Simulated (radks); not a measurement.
**I⁻ held by a Watson sphere**

The task here is to estimate one member of a computed series from the others.

Method: scalar-relativistic Kohn-Sham, LDA (Slater exchange, VWN5 correlation), spin-polarised, spherical densities, point nucleus. Code: radks (a radial shooting solver on a logarithmic mesh, Libxc functionals) version 1.

## What is computed

```
element       : iodine (Z = 53)
charge        : -1
electrons     : 54
configuration : [Xe]
```

Outer shells as boxes (Hund's rule):

I⁻
```
[Kr] core
4d [↑↓][↑↓][↑↓][↑↓][↑↓]
5s [↑↓]
5p [↑↓][↑↓][↑↓]
```

Set-up of the first run:

Settings of this run:

```text
Z 53
configuration [Xe]
relativity scalar-relativistic
functional lda,vwn5
spin polarised
nucleus point
c 137.035999084
watson charge 1 radius 3.04 bohr
response adiabatic LDA kernel
```

Steps of the session up to this table: R = 3.04 bohr; R = 3.17 bohr; R = 3.27 bohr; R = 4.31 bohr; R = 5.11 bohr; R = 5.28 bohr.

One table of the session follows, with a row left open; its other results are not shown here.

```
R (bohr)  highest level (eV)  its <r> (bohr)  sum of <r²> (bohr²)  α (bohr³)
    3.04              -7.241           2.539                71.36      41.57
    3.17              -7.106           2.552                71.90      42.95
    3.27                   ?               ?                    ?          ?
    4.31              -5.952           2.634                75.51      55.16
    5.11              -5.257           2.664                77.00      62.60
    5.28              -5.124           2.669                77.24      64.00
```

**Question.** Estimate the row for R (bohr) = 3.27.

Worked estimate for «highest level (eV)». A straight line through the neighbours (3.17, -7.106) and (4.31, -5.952) gives -7.106 + (-5.952 + 7.106) × (3.27 − 3.17) / (4.31 − 3.17) = -7.005; a parabola fitted to 4 rows on both sides gives -6.994.

As computed: highest level (eV): -7.002; its <r> (bohr): 2.562; sum of <r²> (bohr²): 72.30; α (bohr³): 44.03. In «highest level (eV)» the line misses by -0.003 and the parabola by +0.008.

A wider sphere makes a shallower well, so the ion swells.
